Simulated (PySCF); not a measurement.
# Te(3+): ionisation energy in dyall-av2z

Wanted: the ionisation energy of tellurium, up a ladder of methods.

Program: PySCF 2.14.0. Level of theory: unrestricted determinants in a Gaussian basis, no spin-orbit coupling in the energies. These are calculated values, not measurements, unless marked.

## 1. What is computed

```
Element                                   : tellurium (Z = 52)
Basis                                     : dyall-av2z
Hamiltonian                               : no relativity, point nucleus
State 1                                   : Te(3+): [Kr] 4d10 5s2 5p1, 2P determinant
Needed too, but not shown                 : Te(2+) [Kr] 4d10 5s2 5p2 (3P)
Methods                                   : CCSD(T)
Core shells frozen in the correlated runs : valence: [Kr] 4d10 (for Te(3+))
```

The outer shells:

Te3+ [Kr] 4d10 5s2 5p1
```
[Kr] core
4d [↑↓][↑↓][↑↓][↑↓][↑↓]
5s [↑↓]
5p [↑ ][  ][  ]
```

The runs were made by one driver on top of PySCF. The scripts below sum up each run's settings (the driver also hands on starting orbitals that pick excited configurations, and frozen orbitals as a list rather than a count), and the logs come from the driver's own runs. The driver starts from symmetry-adapted Hartree-Fock orbitals, holds the occupation by maximum overlap and uses a logarithmic radial grid for functionals, so a plain start would take other cycles.

The integrals over 130 functions and the set-up took 0.78 s of CPU time.

## 2. Te(3+): CCSD(T) (valence)

**CCSD(T) (valence)**

The input, input.py:

```python
from pyscf import gto, scf, dft, mp, cc
import basis_set_exchange as bse
mol = gto.M(atom="Te 0 0 0", charge=3, spin=1, symmetry="D2h",
            basis=gto.basis.parse(bse.get_basis("dyall-av2z", elements=["Te"], fmt="nwchem")))
mf = scf.UHF(mol)
mf.irrep_nelec = {'Ag': (9, 9), 'B1g': (2, 2), 'B2g': (2, 2), 'B3g': (2, 2), 'B1u': (3, 3), 'B2u': (4, 3), 'B3u': (3, 3)}
mf.kernel()
mycc = cc.CCSD(mf, frozen=23).run()
mycc.ccsd_t()
```

Q: Predict the outcome of this session.

As calculated:

```
                 quantity                                                            value
ionisation energy, Te(2+)  UHF 26.776, CCSD(T) (valence) 27.054 eV; reference 27.84 ± 0.04
```

Accuracy by level (over 1 difference):

| method | mean absolute miss against CCSD(T) (valence) (eV) |
| --- | --- |
| UHF | 0.278 |
| MP2 (valence) | 0.035 |
| SCS-MP2 (valence) | 0.095 |
| CCSD (valence) | 0.008 |
| CCSD(T) (valence) | 0.000 |

What this shows: The methods span 0.278 eV, from UHF (26.776) to CCSD(T) (valence) (27.054). The reference is uncertain or not like for like (spin-orbit coupling or other relativistic terms), so no ranking of close methods is drawn. All values hold for this basis alone; no basis-set limit was taken.
